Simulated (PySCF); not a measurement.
# Cl4Cu ([CuCl4]2-): the cost of one run

Programs: PySCF 2.14.0, with density-fitted response routines of our own. Each step states its level of theory. These are calculated values for one molecule in the gas phase, unless marked as measured. Atoms are numbered from 0 throughout.

## (1) The molecule as given

5 atoms, charge -2, multiplicity 2; geometry from: GFN2-xTB. The atoms were then displaced at random by about 0.03 Å, so the start is not that level's minimum.

Bonds of the start (Å): Cl0–Cu1 2.19, Cu1–Cl2 2.15, Cu1–Cl3 2.13, Cu1–Cl4 2.24.

## (2) Relaxing the molecule at PBE0-D3(BJ)/def2-SVP

Job settings and geometry (Å):

```
{"job": {"xc": "PBE0", "basis": "def2-SVP", "d3": "d3bj", "grid": 1, "shake": 0.03, "kind": "geom"}, "charge": -2, "multiplicity": 2}
Cl    -0.541340     1.896590     0.932830
Cu    -0.017210    -0.003160    -0.023380
Cl     0.258430    -1.717840     1.243180
Cl    -1.609230    -0.610140    -1.307600
Cl     2.001440     0.329780    -0.941510
```

The run is started by

```bash
$ OMP_NUM_THREADS=1 python probes_run.py task.json out
```

The driver reads the jobs from task.json and runs them one after another.

Q: Estimate the wall time and peak memory of this first job on 1 thread of Intel Xeon Platinum 8259CL at 2.50GHz, shared host.

About 3.4 min, with a peak of 0.49 GiB.
